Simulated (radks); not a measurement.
# S⁹⁺ in [He] 2s2 2p3: an all-electron calculation

An exercise on one series of results from a longer session: the logs are not shown, and one member is left open.

The numbers are computed with radks (a radial shooting solver on a logarithmic mesh, Libxc functionals) version 1 (scalar-relativistic Kohn-Sham, PBE, spin-unpolarised, spherical densities, finite nucleus), except any that are marked as measured or tabulated.

## What is computed

| Property | Result |
| --- | --- |
| element | sulfur (Z = 16) |
| charge | +9 |
| electrons | 7 |
| configuration | [He] 2s2 2p3 |
| nuclear rms radius | 3.2611 fm |

Outer shells as boxes (Hund's rule):

S⁹⁺
```
[He] core
2s [↑↓]
2p [↑ ][↑ ][↑ ]
```

The first run:

Input:

```text
Z 16
configuration [He] 2s2 2p3 3s0 3p0 3d0
relativity scalar-relativistic
functional pbe,pbe
spin unpolarised
nucleus finite rms 3.2611 fm
c 137.035999084
```

One of the session's tables, all rows but one given; the rest of the session is left out.

It belongs to the step «Orbitals and density». Radial density 4πr²ρ:

| r (bohr) | 4πr²ρ (e/bohr) |
| --- | --- |
| 0.00391 | 0.4781 |
| 0.00548 | 0.8863 |
| 0.00766 | 1.611 |
| 0.0107 | 2.846 |
| 0.0150 | 4.836 |
| 0.0210 | 7.781 |
| 0.0294 | 11.60 |
| 0.0411 | 15.57 |
| 0.0575 | 18.07 |
| 0.0805 | 17.31 |
| 0.113 | 13.34 |
| 0.158 | 9.604 |
| 0.221 | 9.826 |
| 0.309 | 12.04 |
| 0.432 | 10.32 |
| 0.605 | ? |
| 0.846 | 0.9626 |
| 1.18 | 0.06394 |

Estimate the missing values for r (bohr) = 0.605.

Worked estimate for «4πr²ρ (e/bohr)». A straight line through the neighbours (0.432, 10.32) and (0.846, 0.9626) gives 10.32 + (0.9626 − 10.32) × (0.605 − 0.432) / (0.846 − 0.432) = 6.410; a parabola fitted to 4 rows on both sides gives 5.247.

As computed: 4πr²ρ (e/bohr): 4.759. In «4πr²ρ (e/bohr)» the line misses by +1.651 and the parabola by +0.488.

To keep in mind: Spin polarisation and multiplet splitting are left out.
